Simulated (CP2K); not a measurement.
**CH3BFN (SMILES FC1BN1), run twice**

Aim: energy and forces of CH3BFN at GFN1-xTB.

The results are computed with CP2K 2026.2.

1 further run of the same task is left out (set aside as unsound or not needed).

### Step 1. The structure to begin with

The species is CH3BFN (7 atoms), meant as a singlet with charge 0. SMILES: `FC1BN1`. The shape is that of a GFN2-xTB optimisation.

Bond lengths: F1–C2 1.392 Å, C2–B3 1.545 Å, C2–N4 1.425 Å, B3–N4 1.352 Å, C2–H5 1.088 Å, B3–H6 1.148 Å, N4–H7 1.002 Å. Some angles: F1–C2–B3 120.6°, F1–C2–N4 114.6°, B3–C2–N4 54.0°, C2–B3–N4 58.5°, C2–N4–B3 67.6°, F1–C2–H5 106.9°, B3–C2–H5 130.3°, N4–C2–H5 118.9°, C2–B3–H6 156.6°, N4–B3–H6 144.8°.

### Step 2. The input as first written

mol.inp

```
&GLOBAL
    PROJECT mol
    RUN_TYPE SCF
    PRINT_LEVEL MEDIUM
&END
&FORCE_EVAL
    METHOD QS
    &DFT
        &QS
            METHOD XTB
            EPS_DEFAULT 1.0E-10
            &XTB
                GFN_TYPE 1
                CHECK_ATOMIC_CHARGES F
            &END
        &END
        &POISSON
            PERIODIC NONE
            POISSON_SOLVER ANALYTIC
        &END
        &SCF
            SCF_GUESS ATOMIC
            EPS_SCF 1.0E-06
            MAX_SCF 50
            &OT
                MINIMIZER DIIS
                PRECONDITIONER FULL_ALL
            &END
            &OUTER_SCF
                EPS_SCF 1.0E-06
                MAX_SCF 10
            &END
        &END
        &PRINT
            &MOMENTS
                PERIODIC F
                REFERENCE COM
                MAX_MOMENT 1
            &END
            &MO_CUBES
                NLUMO 1
                NHOMO -1
                WRITE_CUBE F
            &END
            &HIRSHFELD OFF
            &END
        &END
    &END
    &SUBSYS
        &CELL
            ABC 12.8 12.4 13.1
            PERIODIC NONE
        &END
        &COORD
            F     -0.690810    -1.638750    -0.337710
            C     -0.625270    -0.254560    -0.202260
            B      0.251720     0.387080     0.896350
            N      0.675210     0.299030    -0.384850
            H     -1.456870     0.157950    -0.769960
            H      0.536560     0.717890     1.958030
            H      1.309450     0.331350    -1.159600
        &END
        &TOPOLOGY
            &CENTER_COORDINATES
            &END
        &END
    &END
    &PRINT
        &FORCES ON
        &END
    &END
&END
```

The run is started by

```bash
$ OMP_NUM_THREADS=1 cp2k.psmp -i mol.inp -o mol.out
```

Output:

```text
*******************************************************************************
 *   ___                                                                       *
 *  /   \                                                                      *
 * [ABORT]                                                                     *
 *  \___/                    invalid value for enumeration:SCF                 *
 *    |                                                                        *
 *  O/|                                                                        *
 * /| |                                                                        *
 * / \                                     input/input_enumeration_types.F:215 *
 *******************************************************************************

 ===== Routine Calling Stack =====

            4 val_create_parsing
            3 section_vals_parse
            2 section_vals_parse
            1 read_input

Program received signal SIGABRT: Process abort signal.

Backtrace for this error:
#0  0x414d724cf957 in ???
#1  0x414d92d84cac in __pthread_kill_implementation
#2  0x414d92d2bfb7 in raise
#3  0x414d92d15d37 in abort
#4  0x414d72ba2d83 in ???
#5  0x414d72ba4297 in ???
#6  0x414d72ba4497 in ???
#7  0x414d72d0226f in ???
#8  0x414d72d1183b in ???
#9  0x414d72d1367b in ???
#10  0x414d72d138f7 in ???
#11  0x414d725e9807 in ???
#12  0x414d72e54e8b in ???
#13  0x414d72e59d0b in ???
#14  0x414d72570db3 in ???
#15  0x414d7256ef13 in ???
#16  0x414d92d16573 in __libc_start_call_main
#17  0x414d92d16657 in __libc_start_main_impl
#18  0x414d7256f06f in ???
#19  0xffffffffffffffff in ???
```

Run time: 0.22 s. Hardware: 1 thread of Arm Neoverse V1, shared host.

### Step 3. Diagnosis

The program refused the input.

The telling line is `\___/                    invalid value for enumeration:SCF`. What is wrong: unknown run type.

### Step 4. The mended input

molecule.inp

```
&global
  project molecule
  run_type ENERGY_FORCE
  print_level MEDIUM
&end global
&force_eval
  method QUICKSTEP
  &dft
    ! Quickstep
    &qs
      method XTB
      eps_default 1.0E-10
      &xtb
        gfn_type 1
        check_atomic_charges F
      &end xtb
    &end qs
    ! isolated system
    &poisson
      periodic NONE
      poisson_solver ANALYTIC
    &end poisson
    &scf
      scf_guess ATOMIC
      eps_scf 1.0E-06
      max_scf 50
      &ot
        minimizer DIIS
        preconditioner FULL_ALL
      &end ot
      &outer_scf
        eps_scf 1.0E-06
        max_scf 10
      &end outer_scf
    &end scf
    ! extra output
    &print
      &moments
        periodic F
        reference COM
        max_moment 1
      &end moments
      &mo_cubes
        nlumo 1
        nhomo -1
        write_cube F
      &end mo_cubes
      &hirshfeld OFF
      &end hirshfeld
    &end print
  &end dft
  &subsys
    &cell
      abc 12.8 12.4 13.1
      periodic NONE
    &end cell
    &coord
      F     -0.690810    -1.638750    -0.337710
      C     -0.625270    -0.254560    -0.202260
      B      0.251720     0.387080     0.896350
      N      0.675210     0.299030    -0.384850
      H     -1.456870     0.157950    -0.769960
      H      0.536560     0.717890     1.958030
      H      1.309450     0.331350    -1.159600
    &end coord
    &topology
      &center_coordinates
      &end center_coordinates
    &end topology
  &end subsys
  ! extra output
  &print
    &forces ON
    &end forces
  &end print
&end force_eval
```

The run is started by

```bash
$ OMP_NUM_THREADS=1 cp2k.psmp -i molecule.inp -o molecule.out
```

Output:

```text
CP2K| version string:                                       CP2K version 2026.2
[...]
 GLOBAL| Method name                                                        CP2K
[...]
 GLOBAL| Run type                                                   ENERGY_FORCE
[...]
                             - Atoms:                                          7
[...]
                             - Spherical basis functions:                     22
[...]
 Number of electrons:                                                         22
[...]
     1 OT DIIS     0.15E+00    0.0     0.07951867       -13.3668699698 -1.34E+01
[...]
     9 OT DIIS     0.15E+00    0.0     0.00000094       -13.4350617282 -7.25E-10
  *** SCF run converged in     9 steps ***
[...]
 TB_DIPOLE| Moment [Debye]          0.67653694       2.32791081       0.17379491
 TB_DIPOLE| Derivative [a.u.]       0.00000000       0.00000000       0.00000000
[...]
 ENERGY| Total FORCE_EVAL ( QS ) energy [hartree]            -13.435061728225339
 FORCES| Atomic forces [hartree/bohr]
 FORCES|   Atom     x               y               z               |f|
 FORCES|      1  3.05517072E-03  6.36982667E-03  6.83979592E-04   7.09764665E-03
 FORCES|      2 -7.56799905E-03 -6.27177534E-03  5.91678431E-03   1.14724937E-02
 FORCES|      3 -1.00756360E-02 -5.15284371E-03  2.59270860E-03   1.16100119E-02
 FORCES|      4  1.38331611E-02  2.48241880E-03 -1.26137414E-02   1.88845233E-02
 FORCES|      5  6.46980159E-04  1.24286255E-03 -1.33281604E-03   1.93382761E-03
 FORCES|      6  2.20633855E-03  2.17798605E-03  4.82672189E-03   5.73661897E-03
 FORCES|      7 -2.09801543E-03 -8.48475024E-04 -7.36369437E-05   2.26428819E-03
 FORCES| Sum    -8.80372164E-17 -8.19656842E-17  8.38223805E-17
 FORCES| Total atomic force                                       1.46612129E-16
[...]
```

Run time: 0.4 s. Hardware: 1 thread of Arm Neoverse V1, shared host.

### Step 5. Outcome

At GFN1-xTB:

```
                                 quantity         value
                             total energy  -13.43506 Eh
dipole moment (from atomic charges alone)        2.43 D
                              HOMO energy     -11.63 eV
                        dispersion energy  -3.56 kJ/mol
                 largest force on an atom    0.971 eV/Å
```

In words: The dipole comes from point charges on the atoms alone, without atomic dipoles, so it is partial. The largest force is 0.97 eV/Å: the shape isn't a stationary point for this species at this level.
